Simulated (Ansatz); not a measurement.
# revPBE/def2-SVP (core potential) run of C2HClFIn (SMILES C#[C][In]([F])[Cl])

Aim: the vertical singlet–triplet gap of C2HClFIn at revPBE/def2-SVP (core potential), from 2 runs. 

The results are computed with Ansatz 0.2.0.

117 further runs of the same task are left out: 1 that didn't finish, 116 set aside as unsound or not needed.

**1. The system as given**

C2HClFIn has 6 atoms, charge 0, and is taken as a singlet. As SMILES, `C#[C][In]([F])[Cl]`. The coordinates come from a PBE0-D4/def2-TZVP relaxation.

Bond lengths: C1–C2 1.206 Å, C2–In3 2.048 Å, In3–F4 1.933 Å, In3–Cl5 2.293 Å, C1–H6 1.067 Å. Angles: C1–C2–In3 179.4°, C2–In3–F4 120.7°, C2–In3–Cl5 127.6°, F4–In3–Cl5 111.7°, C2–C1–H6 179.8°.

**2. The energy at revPBE/def2-SVP (core potential)**

File in.yaml:

```yaml
crystal:
  periodic: [false, false, false]
  atoms:
    - {symbol: C, position_ang: [1.088300, 0.340300, 1.700800]}
    - {symbol: C, position_ang: [0.438900, 0.120100, 0.708700]}
    - {symbol: In, position_ang: [-0.655800, -0.235700, -0.984700]}
    - {symbol: F, position_ang: [-1.773600, -1.806600, -1.123700]}
    - {symbol: Cl, position_ang: [-0.759200, 1.049500, -2.880900]}
    - {symbol: H, position_ang: [1.661500, 0.532400, 2.579900]}
basis:
  gaussian:
    orbitals: def2-SVP
hamiltonian:
  xc: {name: revPBE}
accuracy: high
output: {orbitals: {seedname: orbitals}}
```

Run with:

```sh
ansatz run in.yaml --threads 1 --pin off --max-ram 3480MiB --events-out events.jsonl --progress --plain --runs-dir runs
```

The program printed:

```text
Warning: RAYON_NUM_THREADS=1 ignored (pool sized by the plan → 1); use --threads N
Functional definition: revPBE
  name "revPBE"
  parameter kappa = 1.245
  parameter beta = 0.06672455060314922
  exchange = pbe_x(kappa = kappa, mu = beta*pi^2/3)
  correlation = pbe_c(beta = beta)
1941 factors; integrals over basis functions are off by at most 3.4e-9 eV
mean field evaluation 1: about -22484.1584 eV, gradient 6.1e1 eV
mean field evaluation 2: about -22432.6439 eV, gradient 1.6e2 eV
mean field evaluation 4: about -22492.5446 eV, gradient 1.8e1 eV
mean field evaluation 8: about -22493.2802 eV, gradient 5.9e-1 eV
mean field evaluation 16: about -22493.2745 eV, gradient 2.0e-5 eV
mean field -22493.27452156 eV, -826.6125921783 hartree, gradient 1.5e-8 eV, S^2 0.000000; 0 other end points of the search recorded, 0 dependent functions left out
reference -22493.27452707 eV, -826.6125923808 hartree; 30, 30 occupied and 61, 61 virtual orbitals, 1941 factors
Total energy: -22493.27452707 eV, -826.6125923808 hartree
```

Run time: 7.2 s. Hardware: 1 thread of Arm Neoverse V2, shared host; peak memory 0.23 GiB.

**3. The triplet at the same level**

File job.yaml:

```yaml
crystal:
  periodic: [false, false, false]
  atoms:
    - {symbol: C, position_ang: [1.088300, 0.340300, 1.700800]}
    - {symbol: C, position_ang: [0.438900, 0.120100, 0.708700]}
    - {symbol: In, position_ang: [-0.655800, -0.235700, -0.984700]}
    - {symbol: F, position_ang: [-1.773600, -1.806600, -1.123700]}
    - {symbol: Cl, position_ang: [-0.759200, 1.049500, -2.880900]}
    - {symbol: H, position_ang: [1.661500, 0.532400, 2.579900]}
basis:
  gaussian:
    orbitals: def2-SVP
magnetization:
  spin_polarized: true
  initial_magnetization: 2
hamiltonian:
  xc: {name: revPBE}
accuracy: high
output: {orbitals: {seedname: orbitals}}
```

Run with:

```sh
ansatz run job.yaml --threads 1 --pin off --max-ram 3480MiB --events-out events.jsonl --progress --plain --runs-dir runs
```

The program printed, shortened:

```text
Warning: RAYON_NUM_THREADS=1 ignored (pool sized by the plan → 1); use --threads N
[... 2 set-up lines as earlier in the session ...]
[...]
1941 factors; integrals over basis functions are off by at most 3.4e-9 eV
[...]
mean field -22488.43238419 eV, -826.4346469122 hartree, gradient 2.9e-8 eV, S^2 2.003984; 10 other end points of the search recorded, 0 dependent functions left out
reference -22488.43238967 eV, -826.4346471135 hartree; 31, 29 occupied and 60, 62 virtual orbitals, 1941 factors
Total energy: -22488.43238967 eV, -826.4346471135 hartree
```

Run time: 62 s. Hardware: 1 thread of Arm Neoverse V2, shared host; peak memory 0.31 GiB.

**4. What came out**

At revPBE/def2-SVP (core potential):

| quantity | value |
| --- | --- |
| singlet: total energy | -826.61259 Eh |
| singlet: HOMO energy | -7.52 eV |
| singlet: LUMO energy | -2.55 eV |
| singlet: HOMO–LUMO gap | 4.96 eV |
| triplet: total energy | -826.43465 Eh |
| triplet: HOMO energy (highest over α and β) | -3.26 eV |
| triplet: ⟨S²⟩ | 2.004 |
| vertical energy of the triplet above the singlet | 4.842 eV |

**Reading.** At this shape the triplet lies 4.84 eV (467 kJ/mol) above the singlet.
